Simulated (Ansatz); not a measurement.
# Zr2Zn: the cost of one run

Computed with Ansatz 0.2.0 (DFT r²SCAN, with the methods named in each step, unless a step's input says otherwise).

**1. The starting structure**

It takes space group I4/mmm (No. 139, tetragonal). Conventional cell: a = 3.287 Å, b = 3.287 Å, c = 11.340 Å, α = 90.00°, β = 90.00°, γ = 90.00°. Zr (site symmetry 4mm) is surrounded by 4 Zn at 2.92 Å and 8 Zr at 3.15 to 3.29 Å. Zn (site symmetry 4/mmm) is surrounded by 8 Zr at 2.92 Å and 4 Zn at 3.29 Å.

As a file:

```cif
data_structure
_symmetry_space_group_name_H-M 'P 1'
_symmetry_Int_Tables_number 1
_cell_length_a 6.1277
_cell_length_b 6.1277
_cell_length_c 6.1277
_cell_angle_alpha 148.882
_cell_angle_beta 148.882
_cell_angle_gamma 44.585
_cell_volume 61.27
loop_
_atom_site_label
_atom_site_type_symbol
_atom_site_fract_x
_atom_site_fract_y
_atom_site_fract_z
_atom_site_occupancy
Zr1 Zr 0.65614 0.65614 0.00000 1
Zr2 Zr 0.34386 0.34386 0.00000 1
Zn1 Zn 0.00000 0.00000 0.00000 1
```

Atoms are numbered in the order of the input: Zr1, Zr2, Zn3.

**2. Cell and atoms relaxed, PAW**

File input.yaml:

```yaml
crystal:
  lattice:
    - [-1.64365046, 1.64365046, 5.669754]
    - [1.64365046, -1.64365046, 5.669754]
    - [1.64365046, 1.64365046, -5.669754]
  atoms:
    - { symbol: Zr, position: [0.65613787, 0.65613787, 0.0] }
    - { symbol: Zr, position: [0.34386213, 0.34386213, 0.0] }
    - { symbol: Zn, position: [0.0, 0.0, 0.0] }
kpoints:
  mp_grid: { grid: [15, 15, 15] }
scf:
  occupations: { method: fermi_dirac, width: 0.05 }
hamiltonian:
  xc: r2scan
  pseudopotentials: { kind: paw }
output:
  forces: true
  stress: true
relax:
  f_tol: 0.005
  max_steps: 50
  cell: {}
```

Run with:

```bash
> ansatz run input.yaml --threads 1 --pin off --max-ram 3072MiB --backend cpu --events-out ev --progress --plain --runs-dir out
```

Q: Estimate wall time and peak memory on 1 thread of Intel Xeon Platinum 8488C (Sapphire Rapids), shared host.

About 1.7 min, with a peak of 0.82 GiB.
